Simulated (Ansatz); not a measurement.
**CH₃BI radical: single points off equilibrium**

An exercise on one series of results from a longer session: the logs are not shown, and one member is left open.

The runs use Ansatz 0.2.0, Gaussian basis; single points in def2-TZVPP.

Cores are frozen in the correlated methods. Filled d shells of the heavier atoms are correlated. Core potentials replace the inner electrons past krypton, and spin-orbit coupling is left out. Orbitals are unrestricted.

## The system as given

6 atoms, charge 0, spin multiplicity 2.

Atoms are counted from 1 here; the program's logs count them from 0.

Bond lengths: C1–B2 1.606 Å, C1–H4 1.178 Å, C1–H5 1.159 Å, C1–H6 1.044 Å, B2–I3 2.053 Å. Angles: B2–C1–H4 102.0°, B2–C1–H5 110.0°, B2–C1–H6 100.5°, H4–C1–H5 107.4°, H4–C1–H6 111.3°, H5–C1–H6 123.4°, C1–B2–I3 120.4°.

Coordinates:

```xyz
6
CH3BI
C    -0.3431    0.4154   -0.3203
B    -0.0527   -0.9917    0.3971
I     1.8383   -1.4545    1.0490
H    -1.0955    0.9227    0.4311
H     0.6209    1.0593   -0.3347
H    -0.8312    0.0920   -1.1845
```

Set-up of the first run:

run/in.yaml reads:

```yaml
crystal:
  periodic: [false, false, false]
  atoms:
    - {symbol: C, position_ang: [-0.343100, 0.415400, -0.320300]}
    - {symbol: B, position_ang: [-0.052700, -0.991700, 0.397100]}
    - {symbol: I, position_ang: [1.838300, -1.454500, 1.049000]}
    - {symbol: H, position_ang: [-1.095500, 0.922700, 0.431100]}
    - {symbol: H, position_ang: [0.620900, 1.059300, -0.334700]}
    - {symbol: H, position_ang: [-0.831200, 0.092000, -1.184500]}
basis:
  gaussian: {orbitals: def2-TZVPP}
magnetization: {spin_polarized: true, initial_magnetization: 1}
correlation: {method: ccsd_t}
scf: {omitted_lower_state_checks: [cluster_reference]}
```

No record of the launch command was kept for these runs.

Steps of the session up to this table: CCSD(T)/def2-TZVPP; PBE0-D4/def2-TZVPP; wB97M-V/def2-TZVPP; r2SCAN-D4/def2-TZVPP; PBE-D4/def2-TZVPP; SPW92/def2-TZVPP; revPBE-D4/def2-TZVPP.

One table of the session follows, with a row left open; its other results are not shown here.

```
   method  RMS force component (eV/Å)  dipole (D)
  PBE0-D4                       1.449        1.02
  wB97M-V                       1.432        1.02
r2SCAN-D4                       1.443        1.04
   PBE-D4                           ?           ?
    SPW92                       1.430        1.06
revPBE-D4                       1.397        0.98
```

**Question.** Estimate the row for PBE-D4.

The run gave: RMS force component (eV/Å): 1.402; dipole (D): 0.98. In the column «RMS force component (eV/Å)» it lies between revPBE-D4 (1.397) and SPW92 (1.430).
